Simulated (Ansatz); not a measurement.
**BH4NSSi: a dynamics run in two tries**

The task is a short trajectory. SMILES of the start: B[Si](=N)S.

Program: Ansatz 0.2.0. Level of theory: RKS revPBE/cc-pVDZ. These are calculated values, not measurements.

### 1 Starting point

Bond lengths: B1–Si2 2.013 Å, Si2–N3 1.653 Å, Si2–S4 2.173 Å, B1–H5 1.239 Å, B1–H6 1.233 Å, N3–H7 1.081 Å, S4–H8 1.339 Å. Angles: B1–Si2–N3 115.7°, B1–Si2–S4 113.7°, N3–Si2–S4 130.4°, Si2–B1–H5 120.6°, Si2–B1–H6 119.4°, H5–B1–H6 120.0°, Si2–N3–H7 109.2°, Si2–S4–H8 96.6°.

As a file:

```xyz
8

B    -0.9496    1.5483   -0.0966
Si    0.1679   -0.1222    0.0092
N     1.6595    0.0550    0.6984
S    -0.8628   -1.9090   -0.6745
H    -2.1438    1.4886   -0.4232
H    -0.4447    2.6336    0.1989
H     2.1410   -0.9112    0.7588
H     0.1901   -2.7328   -0.5960
```

### 2 First try

Input file input.yaml:

```yaml
crystal:
  periodic: [false, false, false]
  atoms:
    - { symbol: B, position_ang: [-0.949591, 1.54834, -0.096626] }
    - { symbol: Si, position_ang: [0.167933, -0.122187, 0.009156] }
    - { symbol: "N", position_ang: [1.659456, 0.055003, 0.698355] }
    - { symbol: S, position_ang: [-0.862848, -1.908989, -0.674542] }
    - { symbol: H, position_ang: [-2.143755, 1.488592, -0.423239] }
    - { symbol: H, position_ang: [-0.444716, 2.633627, 0.198933] }
    - { symbol: H, position_ang: [2.141027, -0.911195, 0.758791] }
    - { symbol: H, position_ang: [0.190095, -2.732785, -0.595955] }
basis:
  gaussian: { orbitals: cc-pVDZ }
hamiltonian:
  xc: revpbe
md:
  timestep: 0.5
  n_steps: 25
  ensemble: nve
  temperature: 100.0
  initial_velocities: maxwell_boltzmann
  seed: 234237
  masses: [{ species: H, mass: 2.014 }]
  dt: 0.5
scf:
  lower_state_search: "off"
```

Command:

```sh
> ansatz run input.yaml --threads 1 --pin off --max-ram 2048MiB --backend cpu --events-out ev --progress --plain --runs-dir out
```

What does the calculation give? Wanted: first try.

As calculated:

| quantity | value |
| --- | --- |
| first try | refused |
| cause | one key bears a name from other programs (dt, n_images) that this one doesn't know |

The fault in the first input was caught at the input check and cost nothing.
